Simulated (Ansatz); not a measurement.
**C₃H₆Se: a ladder of functionals and wavefunction methods**

How much do the methods differ for C₃H₆Se? The plan is to run it at one geometry with functionals of several rungs and with coupled cluster. The yardstick is the atomisation energy at the CCSD(T) limit.

Method: functionals in def2-TZVPP, the program's frozen cores in correlated methods; program: Ansatz 0.2.0, Gaussian basis.

The runs, in order: PBE-D4, r2SCAN-D4, PBE0-D4, B3LYP-D4, ωB97X-V, ωB97M-V, B2PLYP; CCSD(T)/def2-TZVPP; MP2/def2-QZVPP; extrapolation to the limit.

### Step 1. The geometry

The geometry comes from an earlier relaxation with PBE0-D4 in a triple-zeta def2 set; it is a stationary point, not always the lowest conformer.

SMILES `CC(C)=[Se]`, 10 atoms, charge 0, spin multiplicity 1.

Atoms are counted from 1 here; the program's logs count them from 0.

Bond lengths: C1–C2 1.489 Å, C1–H5 1.087 Å, C1–H6 1.097 Å, C1–H7 1.097 Å, C2–C3 1.489 Å, C2–Se4 1.765 Å, C3–H8 1.097 Å, C3–H9 1.087 Å, C3–H10 1.097 Å. Angles: C2–C1–H5 112.2°, C2–C1–H6 109.9°, C2–C1–H7 109.8°, H5–C1–H6 109.4°, H5–C1–H7 109.4°, H6–C1–H7 106.0°, C1–C2–C3 115.4°, C1–C2–Se4 122.3°, C3–C2–Se4 122.3°, C2–C3–H8 109.9°, C2–C3–H9 112.2°, C2–C3–H10 109.8°, H8–C3–H9 109.4°, H8–C3–H10 106.0°, H9–C3–H10 109.4°.

### Step 2. PBE-D4 (GGA)

Contents of in.yaml:

```yaml
crystal:
  periodic: [false, false, false]
  atoms:
    - {symbol: C, position_ang: [-0.207971, 1.135422, -0.524312]}
    - {symbol: C, position_ang: [-0.385663, -0.327647, -0.312544]}
    - {symbol: C, position_ang: [0.485797, -0.931514, 0.732865]}
    - {symbol: Se, position_ang: [-1.549132, -1.280460, -1.237021]}
    - {symbol: H, position_ang: [-0.869639, 1.521571, -1.295936]}
    - {symbol: H, position_ang: [-0.390446, 1.672594, 0.414256]}
    - {symbol: H, position_ang: [0.832671, 1.347983, -0.797753]}
    - {symbol: H, position_ang: [0.315190, -0.431844, 1.694146]}
    - {symbol: H, position_ang: [0.312316, -1.999058, 0.845102]}
    - {symbol: H, position_ang: [1.539876, -0.758349, 0.484196]}
basis:
  gaussian: {orbitals: def2-TZVPP}
hamiltonian: {xc: pbe, dispersion: d4}
output: {forces: true, orbitals: {seedname: orbitals}}
```

Run with:

```
> ansatz run in.yaml --threads 4 --pin off --events-out ev --progress --plain --max-ram 10444MiB
```

After this run come: r2SCAN-D4 (meta-GGA); PBE0-D4 (hybrid); B3LYP-D4 (hybrid); ωB97X-V (range-separated); ωB97M-V (range-separated); B2PLYP (double hybrid); CCSD(T) in def2-TZVPP; MP2 in def2-QZVPP.

Q: Predict the results of all the runs planned. Wanted: atomisation energy, CCSD(T)/CBS; farthest; mean size of error, hybrid; mean size of error, range-separated; gap, smallest and largest; T1 diagnostic; triples share of the correlation energy.

**Answer**, as computed:

| quantity | value |
| --- | --- |
| atomisation energy, CCSD(T)/CBS | 3797.3 kJ/mol |
| functionals within 38.0 kJ/mol (1.0 %) | r2SCAN-D4, PBE0-D4, B3LYP-D4, ωB97X-V, ωB97M-V |
| farthest | PBE-D4 (+86.6 kJ/mol) |
| mean size of error, hybrid | 11.8 kJ/mol |
| mean size of error, range-separated | 10.5 kJ/mol |
| gap, smallest and largest | 1.87 eV (PBE-D4), 8.30 eV (ωB97X-V) |
| T1 diagnostic | 0.0158 |
| triples share of the correlation energy | 4.2 % |

What this shows: PBE-D4 misses by +86.6 kJ/mol. Double hybrids carry the basis error of their MP2 part in triple zeta, and no dispersion term here, so their miss is partly the set-up's. Misses under about 38.0 kJ/mol are within the doubt on the reference itself, which lacks core-valence correlation, relativity and higher excitations, and its outer-core shells are covered unevenly. All levels share the lack of spin-orbit coupling, which lowers the free heavy atoms and so the true binding. Hartree-Fock recovers 73 % of the binding; the rest is correlation. The gap grows from 1.9 to 8.3 eV across the functionals, mostly with the share of exact exchange. The restricted reference is unstable towards a spin-broken one. Correlated methods include outer-core shells of Se, which these sets cover unevenly.
